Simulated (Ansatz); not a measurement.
Working through a comparison of functionals at one structure of Cu3O2, space group I4/mmm

Program: the Ansatz DFT code, driven from Python.

At the Python prompt:
```pycon
>>> import warnings
>>> import ansatz as az
>>> warnings.simplefilter('ignore', az.DeckWarning)
>>> lattice = az.Lattice.of(
...     [-2.022982, 2.022982, 3.673617],
...     [2.022982, -2.022982, 3.673617],
...     [2.022982, 2.022982, -3.673617],
... )
>>> sites = [
...     ('Cu', [0.25, 0.75, 0.5]),
...     ('Cu', [0.75, 0.25, 0.5]),
...     ('Cu', [0.0, 0.0, 0.0]),
...     ('O', [0.0, 0.5, 0.5]),
...     ('O', [0.5, 0.0, 0.5]),
... ]
>>> system = az.Crystal(lattice=lattice)
>>> for symbol, position in sites:
...     system = system.atom(symbol, position)
...
>>> len(system.resolved().sites)
5
>>> calc = (
...     system.calculation()
...     .kpoints(7, 7, 7, center='gamma')
...     .occupations('fermi_dirac', width=100 * az.meV)
... )
>>> rows = []
>>> for value in ['blyp', 'revpbe', 'rpbe', 'r2scan']:
...     report = calc.functional(value).run(threads=1).report
...     rows.append((value, report['free_energy_ev'] / len(report['lattice']['sites']), report['n_iterations'], report['n_kpoints']))
...
>>> print('  functional   F/atom (eV)    iterations      k-points')
  functional   F/atom (eV)    iterations      k-points
>>> for row in rows:
...     print(f'{str(row[0]):>12s}  {row[1]:12.5f}  {row[2]:12d}  {row[3]:12d}')
...
        blyp   -4207.67888             9            40
      revpbe   -4204.12694             7            40
        rpbe   -4205.21791             7            40
      r2scan   -4205.55576             9            40
```

What to keep in mind:
- The cell holds an odd number of electrons and is run without spin, so a magnetic state may lie lower.
- BLYP can be off by several per cent in the lattices of metals, and by several GPa in the pressure at a fixed cell.
- The mesh is modest for a metal, so energies can be off by several to tens of meV an atom and pressures by half a GPa or more; differences at equal mesh fare better.
- Without a Hubbard U or exact exchange, semilocal functionals often make such 3d compounds metallic or too weakly gapped.
- This cell is a computed structure, which may not be the phase found in nature.
- Total energies of different functionals can't be compared; pressures, moments and gaps at this one structure can.
- The whole script took 22 s on 1 thread of Arm Neoverse V2 (shared host), peak memory 0.58 GiB.
